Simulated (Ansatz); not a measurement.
Input of an Ansatz 0.2.0 run:

Contents of input.yaml:

```yaml
crystal:
  lattice:
    - [2.8820459413, 0.0, 0.0]
    - [-0.9606819804, 2.7172189717, 0.0]
    - [0.0, 0.0, 24.4127226284]
  atoms:
    - { symbol: Nb, position: [0.5, 0.5, 0.3072168604] }
    - { symbol: Nb, position: [0.0, 0.0, 0.4036084302] }
    - { symbol: Nb, position: [0.5, 0.5, 0.5] }
    - { symbol: Nb, position: [0.0, 0.0, 0.5963915698] }
    - { symbol: Nb, position: [0.5, 0.5, 0.6927831396] }
hamiltonian:
  xc: pbe
  pseudopotentials: { kind: paw }
kpoints:
  mp_grid: { grid: [10, 10, 1] }
scf:
  occupations: { method: fermi_dirac, width: 0.05 }
output:
  forces: true
  eigenvalues: true
  write_density: true
  write_potential: true
  elf: true
  volumetric_format: npy
efield:
  axis: 3
  dipole_correction: true
  ramp_width: 0.04
```

Potentials or basis: Ansatz PAW.

Launch:

```bash
$ ansatz run input.yaml --threads 4 --pin off --max-ram 11264MiB --backend cpu --events-out ev --progress --plain --runs-dir out
```

Task: Predict the work function of the upper face.

Result: 4.56 eV.

Task: Estimate the work function of the lower face.

Result: 4.56 eV.

Task: Estimate the band gap on the k mesh.

Result: None (metal or under the smearing width).

Forces in eV/Å, atoms in the order of the input:
```
Nb   0.000  0.000  0.529
Nb   0.000  0.000 -0.361
Nb   0.000  0.000  0.000
Nb   0.000  0.000  0.361
Nb   0.000  0.000 -0.529
```
